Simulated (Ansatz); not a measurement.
The system is LiY3.

```
Y Li
1.0
    -2.36719    2.36719    5.32664
     2.36719   -2.36719    5.32664
     2.36719    2.36719   -5.32664
Y Li
3 1
Cartesian
  0.0000 0.0000 5.3266
  2.3672 0.0000 2.6633
  0.0000 2.3672 2.6633
  0.0000 0.0000 0.0000
```

The cell comes from a database or a generator and needn't be the stable form of this composition.

- Program: Ansatz 0.2.0
- Task: relaxation of cell and atoms
- Functional: revPBE
- Potentials or basis: Ansatz PAW
- Cutoff: 420 eV (not typed: the program's choice for these potentials)
- k mesh: 6 × 6 × 6
- Occupations: fermi-dirac, width 0.05 eV
- Spin: no spin polarisation

At the start: volume 29.85 Å³/atom.

Task: Where does the relaxation end?

Result: It ends after 4 steps and the volume is 30.85 Å³/atom (+3.4 %); space group I4/mmm (No. 139, to 0.05 Å).

The path:
```tsv
step	energy change (eV)	largest force (eV/Å)	volume (Å³)
1	0.0000	0.0000	119.39
2	-0.0125	0.0000	123.74
3	-0.0126	0.0000	123.39
4	-0.0127	0.0000	123.39
```

Final structure:
```yaml
crystal:
  lattice:
    - [-2.39680, 2.39680, 5.36991]
    - [2.39680, -2.39680, 5.36991]
    - [2.39680, 2.39680, -5.36991]
  atoms:
    - { symbol: Y, position: [0.50000, 0.50000, 0.00000] }
    - { symbol: Y, position: [0.25000, 0.75000, 0.50000] }
    - { symbol: Y, position: [0.75000, 0.25000, 0.50000] }
    - { symbol: Li, position: [0.00000, 0.00000, 0.00000] }
```

Caveat: the plane-wave basis is chosen anew once the cell has moved, so the energies of steps on either side of that aren't comparable; the PAW data sets come from PBE, with cores solved anew for the run's functional, which leaves a small shift of forces and pressure.
